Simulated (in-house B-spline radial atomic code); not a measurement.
**Br³⁺: excited configurations**

How much energy does it take to promote electrons of Br³⁺ to other shells? Each configuration is solved by itself and compared with the reference.

The numbers are computed with in-house B-spline radial atomic code version 1 (non-relativistic B97-1, spin-polarised, spherical density, exact exchange averaged over the configuration, point nucleus, basis-set limit), except any that are marked as measured or tabulated.

## Step 1: The system

* element: bromine (Z = 35)
* charge: +3
* electrons: 32
* configuration: [Ar] 3d10 4s2 4p2
* Hamiltonian: non-relativistic
* nucleus: point

The outer shells:

[Ar] 3d10 4s2 4p2
```
[Ar] core
3d [↑↓][↑↓][↑↓][↑↓][↑↓]
4s [↑↓]
4p [↑ ][↑ ][  ]
```

Where spins are not typed, each open shell is filled with up spins first.

Settings of the run:

```ini
Z = 35
electrons = 32.0
configuration = [Ar] 3d10 4s2 4p2
hamiltonian = nr
method = b97_1
spin_polarised = True
exact_exchange = averaged over the configuration
```

The reference is known from an earlier run: -2571.518398 hartree in all. Up to eight levels, counted from the top:

```csv
orbital,occupation,energy (eV),<r> (bohr)
3s down,1,-275.94,0.5614
3p up,3,-216.76,0.5679
3p down,3,-216.44,0.5678
3d up,5,-110.92,0.5848
3d down,5,-110.63,0.5827
4s up,1,-56.054,1.573
4s down,1,-52.877,1.587
4p up,2,-42.084,1.762
```

## Step 2: Configuration [Ar] 3d10 4s2 4p1 4f1

Settings of the run:

```ini
Z = 35
electrons = 32.0
configuration = [Ar] 3d10 4s2 4p1 4f1
hamiltonian = nr
method = b97_1
spin_polarised = True
exact_exchange = averaged over the configuration
```

Run with:

```sh
python run_scf.py task.json out
```

One command runs all members of the session, one after another, from task.json.

## Step 3: Run with [Ar] 3d10 4s2 4p1 5d1

The settings differ from step 2 so:

```diff
@@ -2,3 +2,3 @@
 electrons = 32.0
-configuration = [Ar] 3d10 4s2 4p1 4f1
+configuration = [Ar] 3d10 4s2 4p1 5d1
 hamiltonian = nr
```

## Step 4: Configuration [Ar] 3d10 4s1 4p2 5f1

The settings differ from step 3 so:

```diff
@@ -2,3 +2,3 @@
 electrons = 32.0
-configuration = [Ar] 3d10 4s2 4p1 5d1
+configuration = [Ar] 3d10 4s1 4p2 5f1
 hamiltonian = nr
```

## Step 5: Run with [Ar] 3d9 4s2 4p2 5s1

The settings differ from step 4 so:

```diff
@@ -2,3 +2,3 @@
 electrons = 32.0
-configuration = [Ar] 3d10 4s1 4p2 5f1
+configuration = [Ar] 3d9 4s2 4p2 5s1
 hamiltonian = nr
```

## Step 6: [Ne] 3s2 3p5 3d10 4s2 4p2 5p1

The settings differ from step 5 so:

```diff
@@ -2,3 +2,3 @@
 electrons = 32.0
-configuration = [Ar] 3d9 4s2 4p2 5s1
+configuration = [Ne] 3s2 3p5 3d10 4s2 4p2 5p1
 hamiltonian = nr
```

How far above the reference does each configuration lie (order and size, in eV)?

As calculated:

| net move | configuration | 2|M_S|+1 | energy above the reference (eV) | largest <r> (bohr) |
| --- | --- | --- | --- | --- |
| 4p → 5d | [Ar] 3d10 4s2 4p1 5d1 | 3 | 32.017 | 5.03 |
| 4p → 4f | [Ar] 3d10 4s2 4p1 4f1 | 3 | 32.206 | 4.01 |
| 4s → 5f | [Ar] 3d10 4s1 4p2 5f1 | 5 | 48.367 | 6.91 |
| 3d → 5s | [Ar] 3d9 4s2 4p2 5s1 | 5 | 95.412 | 3.35 |
| 3p → 5p | [Ne] 3s2 3p5 3d10 4s2 4p2 5p1 | 5 | 205.50 | 3.80 |

**Reading.** The energies run from 32.017 eV (4p → 5d) to 205.50 eV (3p → 5p). 2 of them lie more than 60 % above minus the reference's highest level (42.084 eV), in the range where a state can decay by emitting an electron. Two partly filled shells share a symmetry and can mix in the average, which may lower the energy, for: 3p → 5p. The reference has 2|M_S|+1 = 3; 3 of the configurations differ from it in spin. These are spherical averages at the typed spins, not spectroscopic levels.
